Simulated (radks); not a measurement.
# Ionisation of Au⁺: one atom, several choices of functional

One table from this session's results is given with a row withheld; the runs are named, their logs left out.

The numbers are computed with radks (a radial shooting solver on a logarithmic mesh, Libxc functionals) version 1 (scalar-relativistic Kohn-Sham, spin-polarised, spherical densities, point nucleus; open shells are filled with parallel spins first), except any that are marked as measured or tabulated.

2 further runs of the same task are left out: 2 set aside as unsound or not needed.

### Starting point

- element: gold (Z = 79)
- charge: +1
- electrons: 78
- configuration: [Xe] 4f14 5d10
- ion: Au²⁺, [Xe] 4f14 5d9
- choices: LDA (Slater exchange, Perdew-Zunger correlation); B86b exchange with PBE correlation; XLYP; RPBE; PW91; BP86; HCTH/407; PBE

Outer shells as boxes (Hund's rule):

Au⁺
```
[Xe] core
4f [↑↓][↑↓][↑↓][↑↓][↑↓][↑↓][↑↓]
5d [↑↓][↑↓][↑↓][↑↓][↑↓]
```

Au²⁺
```
[Xe] core
4f [↑↓][↑↓][↑↓][↑↓][↑↓][↑↓][↑↓]
5d [↑↓][↑↓][↑↓][↑↓][↑ ]
```

Set-up of the first run:

Input:

```text
Z 79
configuration [Xe] 4f14 5d10
relativity scalar-relativistic
functional lda,pz
spin polarised
nucleus point
c 137.035999084
```

Run with:

```bash
> python run_ks.py task.json out
```

The same process makes all the runs of this session.

Among the steps run: LDA (Slater exchange, Perdew-Zunger correlation): Au⁺; LDA (Slater exchange, Perdew-Zunger correlation): Au²⁺; B86b exchange with PBE correlation: Au⁺; B86b exchange with PBE correlation: Au²⁺; XLYP: Au⁺; XLYP: Au²⁺; RPBE: Au⁺; RPBE: Au²⁺; PW91: Au⁺; PW91: Au²⁺; BP86: Au⁺; BP86: Au²⁺; HCTH/407: Au⁺; HCTH/407: Au²⁺; PBE: Au⁺; PBE: Au²⁺.

One of the session's tables, all rows but one given; the rest of the session is left out.

| functional | Δ-SCF (eV) | −ε(HOMO) (eV) | <r> HOMO (bohr) |
| --- | --- | --- | --- |
| LDA (Slater exchange, Perdew-Zunger correlation) | 21.360 | 15.620 | 1.577 |
| B86b exchange with PBE correlation | ? | ? | ? |
| XLYP | 20.983 | 15.277 | 1.582 |
| RPBE | 20.949 | 15.240 | 1.574 |
| PW91 | 21.121 | 15.404 | 1.575 |
| BP86 | 21.169 | 15.456 | 1.575 |
| HCTH/407 | 21.357 | 15.620 | 1.561 |
| PBE | 21.040 | 15.328 | 1.575 |

Estimate the missing values for B86b exchange with PBE correlation.

As computed: Δ-SCF (eV): 21.062; −ε(HOMO) (eV): 15.348; <r> HOMO (bohr): 1.575. In the column «Δ-SCF (eV)» it lies between PBE (21.040) and PW91 (21.121).

Open shells are spherical and high-spin; term and fine-structure splittings are not resolved. Spin-orbit splitting is averaged out at the scalar-relativistic level.
